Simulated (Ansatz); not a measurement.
# CHGe+ (triplet): the correlation ladder, cc-pVTZ

One table from this session's results is given with a row withheld; the runs are named, their logs left out.

Method: cc-pVTZ, core rule «outside noble gas», up to 15 orbitals frozen; program: Ansatz 0.2.0, Gaussian basis.

The runs, in order: UHF; CCSD(T) on ROHF; CCSD(T) on UHF; BCCD(T) on ROHF; CCSDT(Q) on ROHF; CCSDT(Q) on UHF; CASSCF and MRCISD+Q, 8 electrons in 9 orbitals; CASSCF and NEVPT2, 8 electrons in 9 orbitals.

7 further runs of the same task are left out: 2 for a known fault of the program, 5 set aside as unsound or not needed.

## What is computed

The geometry is a PBE0/def2-TZVP stationary point (not a proven minimum) of the parent state, kept for this charge and spin. No spin-orbit coupling is included. The filled d shell of Ge may be among the frozen orbitals whatever the setting's name suggests; the logs give the count.

3 atoms, charge 1, spin multiplicity 3.

Atoms are counted from 1 here; the program's logs count them from 0.

Bond lengths: Ge1–C2 1.782 Å, Ge1–H3 1.541 Å. Angles: C2–Ge1–H3 180.0°.

Geometry (Å):

```xyz
3
CHGe
Ge    0.0000    0.0000    0.0803
C     0.0000    0.0000   -1.7018
H     0.0000    0.0000    1.6216
```

Set-up of the first run:

File in.yaml:

```yaml
crystal:
  periodic: [false, false, false]
  atoms:
    - {symbol: Ge, position_ang: [0.000000, 0.000000, 0.080265]}
    - {symbol: C, position_ang: [0.000000, 0.000000, -1.701841]}
    - {symbol: H, position_ang: [0.000000, 0.000000, 1.621576]}
basis:
  gaussian: {orbitals: cc-pVTZ}
total_charge: 1
magnetization: {spin_polarized: true, initial_magnetization: 2}
hamiltonian: {xc: hf}
output: {orbitals: {seedname: orbitals}}
```

On the command line:

```sh
> ansatz run in.yaml --threads 1 --pin off --events-out ev --progress --plain --max-ram 4096MiB --backend cpu
```

Among the steps run: UHF; CCSD(T) on ROHF; CCSD(T) on UHF; BCCD(T) on ROHF; CCSDT(Q) on ROHF; CCSDT(Q) on UHF; CASSCF and MRCISD+Q, 8 electrons in 9 orbitals; CASSCF and NEVPT2, 8 electrons in 9 orbitals.

One of the session's tables, all rows but one given; the rest of the session is left out.

It belongs to the step «Misses and costs». 

```
          method  from UCCSDT(Q) (kcal/mol)
            ROHF                    +144.78
             UHF                    +142.21
            RMP2                     +26.74
            UMP2                     +27.51
           RCCSD                      +9.46
           UCCSD                      +9.33
        RCCSD(T)                      +1.85
        UCCSD(T)                      +1.81
         BCCD(T)                      +1.98
          RCCSDT                      +0.76
          UCCSDT                      +0.67
       RCCSDT(Q)                          ?
       UCCSDT(Q)                          0
  CASSCF valence                     +81.46
  NEVPT2 valence                     +16.18
  MRCISD valence                      +4.51
MRCISD+Q valence                      +0.23
```

**Question.** Estimate the row for RCCSDT(Q).

The run gave: from UCCSDT(Q) (kcal/mol): +0.14. In the column «from UCCSDT(Q) (kcal/mol)» it lies between UCCSDT(Q) (0) and MRCISD+Q valence (+0.23).

Limits of these values: The determinant is far from a pure spin state, so its energy mixes those of several spin states (harmless only where they are near-degenerate, as at dissociation). Restricted and unrestricted rows rest on different reference determinants; where their highest levels disagree by more than a few hundredths of an eV, they describe different states and don't form one ladder.
